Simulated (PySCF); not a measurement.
# GaHF (SMILES [F][GaH]): levels of theory compared

We compute a comparison of 5 runs (U-r2SCAN/3-21G, UB3LYP/6-31G*, UTPSSh/6-311G**, UMP2/3-21G) of GaHF. 

The calculation is run with PySCF 2.14.0.

### 1 The system as given

The species is GaHF (3 atoms), meant as a doublet with charge 0. SMILES: `[F][GaH]`. The coordinates come from a PBE0-D4/def2-TZVP relaxation.

Bond lengths: F1–Ga2 1.767 Å, Ga2–H3 1.610 Å. Angles: F1–Ga2–H3 114.1°.

### 2 Energy and forces at U-r2SCAN/3-21G (run 1)

job.py reads:

```python
# [F][GaH]
import pyscf.grad
from pyscf import gto, dft

mol = gto.M(
    atom=[
    ('F', (-1.252000, 0.451400, -0.644800)),
    ('Ga', (0.292400, 0.469800, 0.214100)),
    ('H', (0.948600, -0.985900, 0.417400)),
],
    basis='3-21g',
    max_memory=1860,
    charge=0,
    verbose=3,
    spin=1,
)

calc0 = dft.UKS(mol)
calc0.xc = 'r2scan'
calc0.grids.level = 5
calc0.conv_tol = 1e-10
calc0.kernel()
if not calc0.converged:
    calc0 = calc0.newton().run(calc0.mo_coeff, calc0.mo_occ)

energy = calc0.e_tot
print('Final energy', energy)
grad = calc0.Gradients().kernel()
calc0.analyze()
```

The run is started by

```sh
$ OMP_NUM_THREADS=1 python job.py
```

Log:

```text
WARN: HOMO -0.214920742815764 >= LUMO -0.21492074281577

converged SCF energy = -2015.14261436374  <S^2> = 0.75451371  2S+1 = 2.0045086
Final energy -2015.1426143637364
--------------- UKS gradients ---------------
         x                y                z
0 F    -0.0306838028    -0.0015421002    -0.0171051002
1 Ga     0.0316223555     0.0019730907     0.0177487435
2 H    -0.0010195565    -0.0004485312    -0.0006133182
----------------------------------------------
**** MO energy ****
                             alpha | beta                alpha | beta
MO #1   energy= -369.528368954275  | -369.527546235556  occ= 1 | 1
MO #2   energy= -45.4611554649389  | -45.4606963825684  occ= 1 | 1
MO #3   energy= -40.1066338555979  | -40.1061817044732  occ= 1 | 1
MO #4   energy= -40.1056845359327  | -40.1046807230946  occ= 1 | 1
MO #5   energy= -40.1053628626382  | -40.1043396160702  occ= 1 | 1
MO #6   energy= -24.3145905770849  | -24.3118259853103  occ= 1 | 1
MO #7   energy= -5.3584176999781   | -5.35674820808403  occ= 1 | 1
MO #8   energy= -3.6072973120347   | -3.60537141438381  occ= 1 | 1
MO #9   energy= -3.6019201259894   | -3.59991487796034  occ= 1 | 1
MO #10  energy= -3.60067337940354  | -3.5992447070937   occ= 1 | 1
[... 19 lines of this table left out ...]
MO #30  energy= 1.86045588734651   | 1.86122123636071   occ= 0 | 0
MO #31  energy= 1.88277730329081   | 1.89288467178032   occ= 0 | 0
MO #32  energy= 2.04481647351996   | 2.05390451998636   occ= 0 | 0
MO #33  energy= 3.19257722494845   | 3.20227628705739   occ= 0 | 0

To work with the spin densities directly, `use mulliken_meta_spin()` only printing them here.

 ** Mulliken spin pop alpha/beta on meta-lowdin orthogonal AOs **
 ** Mulliken Spin Density (per atom)  **
spin density of  0 F =      0.07356
spin density of  1 Ga =      0.72722
spin density of  2 H =      0.19923
 ** Mulliken pop alpha/beta on meta-lowdin orthogonal AOs **
 ** Mulliken atomic charges   ( Nelec_alpha | Nelec_beta ) **
charge of  0F =     -0.33857  (     4.70606      4.63251 )
charge of  1Ga =      0.41669  (    15.65526     14.92804 )
charge of  2H =     -0.07812  (     0.63867      0.43945 )
Dipole moment(X, Y, Z, Debye):  1.31276,  0.16444,  0.74646
```

It took 9.6 s on 1 thread of Arm Neoverse V2, shared host; peak memory 0.39 GiB.

### 3 Energy and forces at UB3LYP/6-31G(d) (spherical functions) (run 2)

calc.py reads:

```python
import pyscf.grad
from pyscf import gto, dft

mol = gto.M(
    atom=[
    ('F', (-1.252000, 0.451400, -0.644800)),
    ('Ga', (0.292400, 0.469800, 0.214100)),
    ('H', (0.948600, -0.985900, 0.417400)),
],
    spin=1,
    verbose=4,
    max_memory=1860,
    basis='6-31g*',
    charge=0,
)

ks = dft.UKS(mol)
ks.xc = 'b3lyp'
ks.grids.level = 5
ks.conv_tol = 1e-10
ks.kernel()
if not ks.converged:
    ks = ks.newton().run(ks.mo_coeff, ks.mo_occ)

etot = ks.e_tot
print('E(%s) = %.9f' % ('B3LYP', etot))
grad = ks.Gradients().kernel()
dip = ks.dip_moment()
pop, q = ks.mulliken_pop()
```

The run is started by

```sh
$ OMP_NUM_THREADS=1 python calc.py
```

Log:

```text
PySCF version 2.14.0

[INPUT] num. atoms = 3
[INPUT] num. electrons = 41
[INPUT] charge = 0
[INPUT] spin (= nelec alpha-beta = 2S) = 1
[INPUT] symmetry False subgroup None
[INPUT] Mole.unit = angstrom
[INPUT] Symbol           X                Y                Z      unit          X                Y                Z       unit  Magmom
[INPUT]  1 F     -1.252000000000   0.451400000000  -0.644800000000 AA   -2.365937107955   0.853022372629  -1.218495405120 Bohr   0.0
[INPUT]  2 Ga     0.292400000000   0.469800000000   0.214100000000 AA    0.552555918823   0.887793333321   0.404590363269 Bohr   0.0
[INPUT]  3 H      0.948600000000  -0.985900000000   0.417400000000 AA    1.792594201762  -1.863080986209   0.788771684393 Bohr   0.0

[... 41 lines left out ...]
WARN: HOMO -0.176252017287242 >= LUMO -0.176252017287238
[... 46 lines left out ...]
converged SCF energy = -2025.05702181213  <S^2> = 0.75460091  2S+1 = 2.0045956
[... 2 lines left out ...]
******** <class 'pyscf.grad.uks.Gradients'> for <class 'pyscf.dft.uks.UKS'> ********
unit = Eh/Bohr
grid_response = False
--------------- UKS gradients ---------------
         x                y                z
0 F     0.0022051163     0.0002601267     0.0012712675
1 Ga     0.0000053310    -0.0057200413    -0.0006290552
2 H    -0.0022120202     0.0054591064    -0.0006245036
----------------------------------------------
Dipole moment(X, Y, Z, Debye):  1.71786,  0.05282,  0.95894
 ** Mulliken pop       alpha | beta **
pop of  0 F 1s        0.99862 | 0.99861
pop of  0 F 2s        0.46642 | 0.46317
pop of  0 F 3s        0.51971 | 0.52249
[... 45 lines of this table left out ...]
In total            21.00000 | 20.00000
 ** Mulliken atomic charges   ( Nelec_alpha | Nelec_beta ) **
charge of  0F =     -0.41496  (     4.74178      4.67318 )
charge of  1Ga =      0.36824  (    15.63870     14.99307 )
charge of  2H =      0.04672  (     0.61952      0.33375 )
```

It took 9.9 s on 1 thread of Arm Neoverse V2, shared host; peak memory 0.51 GiB.

Runs 3 to 4 aren't shown in full; the table further down has their settings and results.

### 4 Energy and gradient at UMP2/3-21G (run 5)

run.py reads:

```python
import pyscf.grad
from pyscf import gto, mp

molecule = gto.Mole()
molecule.atom = '''
F       -1.252000       0.451400      -0.644800
Ga       0.292400       0.469800       0.214100
H        0.948600      -0.985900       0.417400
'''
molecule.verbose = 4
molecule.max_memory = 1860
molecule.charge = 0
molecule.basis = '3-21g'
molecule.spin = 1
molecule.build()

mf = molecule.UHF()
mf.conv_tol = 1e-10
mf.kernel()
if not mf.converged:
    mf = mf.newton().run(mf.mo_coeff, mf.mo_occ)

pt = mp.MP2(mf, frozen=10).run()
etot = pt.e_tot
print('E(%s) = %.9f' % ('MP2', etot))
grad = pt.Gradients().kernel()
mf.analyze()
```

The run is started by

```sh
$ OMP_NUM_THREADS=1 python run.py
```

Log:

```text
PySCF version 2.14.0

[INPUT] num. atoms = 3
[INPUT] num. electrons = 41
[INPUT] charge = 0
[INPUT] spin (= nelec alpha-beta = 2S) = 1
[INPUT] symmetry False subgroup None
[INPUT] Mole.unit = angstrom
[INPUT] Symbol           X                Y                Z      unit          X                Y                Z       unit  Magmom
[INPUT]  1 F     -1.252000000000   0.451400000000  -0.644800000000 AA   -2.365937107955   0.853022372629  -1.218495405120 Bohr   0.0
[INPUT]  2 Ga     0.292400000000   0.469800000000   0.214100000000 AA    0.552555918823   0.887793333321   0.404590363269 Bohr   0.0
[INPUT]  3 H      0.948600000000  -0.985900000000   0.417400000000 AA    1.792594201762  -1.863080986209   0.788771684393 Bohr   0.0

[... 76 lines left out ...]
converged SCF energy = -2013.32381471969  <S^2> = 0.76000863  2S+1 = 2.0099837
[... 17 lines left out ...]
Nuclear Repulsion Energy =              95.413137277192078
[... 1 line left out ...]
Two-electron Energy =                  896.462870315622013
[... 1 line left out ...]
DFT Exchange-Correlation Energy =      -84.065334052665548
[... 4 lines left out ...]
MO #2   energy= -47.9626536053305  | -47.9606173186472  occ= 1 | 1
[... 2 lines left out ...]
MO #33  energy= 3.6588445065795    | 3.66458217551252   occ= 0 | 0
[... 53 lines left out ...]
Dipole moment(X, Y, Z, Debye):  2.07370,  0.61804,  1.21879
```

Wall time 1.1 s (1 thread of Arm Neoverse V2, shared host); peak memory 0.15 GiB.

### 5 All runs side by side

```
run                                level  Cartesian functions  integration grid   energy (Eh)  dipole moment (D) of the reference  HOMO energy (eV)  LUMO energy (eV)  wall time
  1                       U-r2SCAN/3-21G                   no                 5  -2015.142614                                1.52             -5.18             -3.28      9.6 s
  2  UB3LYP/6-31G* (spherical functions)                   no                 5  -2025.057022                                1.97             -6.15             -3.46      9.9 s
  3  UB3LYP/6-31G* (Cartesian functions)                  yes                 5  -2025.063528                                1.96             -6.13             -3.45       11 s
  4                      UTPSSh/6-311G**                   no                 5  -2025.257510                                2.11             -5.94             -3.59       28 s
  5                           UMP2/3-21G                   no                 –  -2013.474015                                2.48             -8.71              0.47      1.1 s
```

### 6 Outcome

```
                                                         quantity           value
                                              run 5: total energy  -2013.47401 Eh
                      run 5: dipole moment (Hartree–Fock density)          2.48 D
run 5: HOMO energy (Hartree–Fock orbitals) (highest over α and β)        -8.71 eV
 run 5: LUMO energy (Hartree–Fock orbitals) (lowest over α and β)         0.47 eV
              run 5: correlation energy (10 core orbitals frozen)      -150.2 mEh
                         run 5: ⟨S²⟩ of the reference determinant           0.760
                                  run 5: largest force on an atom      1.753 eV/Å
```

Over runs 1, 2, 3, 4 the dipole moment (its size) runs from 1.52 D (U-r2SCAN/3-21G) to 2.11 D (UTPSSh/6-311G**). The two ends differ in method and basis. Totals of different functionals can't be ranked against each other. All runs together took 59 s, the longest 28 s.
